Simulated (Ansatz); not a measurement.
**CH2AlBO: vertical ionisation energy**

An exercise on one series of results from a longer session: the logs are not shown, and one member is left open.

Program: Ansatz 0.2.0, Gaussian basis. Level of theory: unrestricted cation, the program's frozen cores in correlated methods. These are calculated values, not measurements.

Plan: UKS PBE-D4/def2-TZVPP; UKS r2SCAN-D4/def2-TZVPP; UKS PBE0-D4/def2-TZVPP; UKS B3LYP-D4/def2-TZVPP; UKS wB97X-V/def2-TZVPP; UKS wB97M-V/def2-TZVPP; UKS B2PLYP/def2-TZVPP; UHF-CCSD(T)/def2-TZVPP; UHF-MP2/def2-QZVPP; extrapolation to the limit; then −ε(HOMO) from the neutral's earlier runs with LDA (SPW92), PBE-D4, revPBE-D4, BLYP-D4, r2SCAN-D4, B97M-V, PBE0-D4, B3LYP-D4, r2SCANh-D4, r2SCAN0-D4, HSE06-D4, BHLYP-D4, CAM-B3LYP-D4, LC-ωPBE, ωB97X-V, ωB97M-V.

**The relaxed structure**

An earlier PBE0-D4 in a triple-zeta def2 set relaxation fixed the geometry.

6 atoms, charge 0, spin multiplicity 1.

Atoms are counted from 1 here; the program's logs count them from 0.

Bond lengths: O1–C2 1.156 Å, C2–B3 1.438 Å, B3–Al4 1.943 Å, B3–H5 1.189 Å, Al4–H6 1.581 Å. Angles: O1–C2–B3 177.4°, C2–B3–Al4 105.8°, C2–B3–H5 125.9°, Al4–B3–H5 128.3°, B3–Al4–H6 179.2°.

Set-up of the first run:

Input file in.yaml:

```yaml
crystal:
  periodic: [false, false, false]
  atoms:
    - {symbol: O, position_ang: [0.181929, -2.152481, 1.013478]}
    - {symbol: C, position_ang: [0.469572, -1.176959, 0.462977]}
    - {symbol: B, position_ang: [0.765681, 0.054794, -0.216478]}
    - {symbol: Al, position_ang: [-0.914271, 1.026045, -0.307474]}
    - {symbol: H, position_ang: [1.830673, 0.385346, -0.628059]}
    - {symbol: H, position_ang: [-2.291585, 1.799355, -0.370645]}
basis:
  gaussian: {orbitals: def2-TZVPP}
total_charge: 1
magnetization: {spin_polarized: true, initial_magnetization: 1}
hamiltonian: {xc: pbe, dispersion: d4}
```

On the command line:

```bash
$ ansatz run in.yaml --threads 2 --pin off --events-out ev --progress --plain --max-ram 4352MiB
```

Steps of the session up to this table: Cation, UKS PBE-D4/def2-TZVPP; Cation, UKS r2SCAN-D4/def2-TZVPP; Cation, UKS PBE0-D4/def2-TZVPP; Cation, UKS B3LYP-D4/def2-TZVPP; Cation, UKS wB97X-V/def2-TZVPP; Cation, UKS wB97M-V/def2-TZVPP; Cation, UKS B2PLYP (frozen core)/def2-TZVPP; Cation, UHF-CCSD(T)/def2-TZVPP; Cation, UHF-MP2/def2-QZVPP.

One table of the session follows, with a row left open; its other results are not shown here.

For comparison, −ε(HOMO) of the neutral from earlier runs:

```
  functional  −ε(HOMO) (eV)
 LDA (SPW92)           4.91
      PBE-D4           4.75
   revPBE-D4           4.69
     BLYP-D4              ?
   r2SCAN-D4           4.88
      B97M-V           4.85
     PBE0-D4           5.58
    B3LYP-D4           5.40
  r2SCANh-D4           5.19
  r2SCAN0-D4           5.67
    HSE06-D4           5.20
    BHLYP-D4           6.26
CAM-B3LYP-D4           6.66
     LC-ωPBE           7.80
     ωB97X-V           7.53
     ωB97M-V           7.45
```

**Question.** Estimate the row for BLYP-D4.

Worked estimate for «−ε(HOMO) (eV)». Against the share of exact exchange, B3LYP-D4 (0.2, 5.40), BHLYP-D4 (0.5, 6.26) give a slope of 2.87 per unit share; at 0 the line stands at 4.83.

As computed: −ε(HOMO) (eV): 4.58. In «−ε(HOMO) (eV)» the line misses by +0.25.
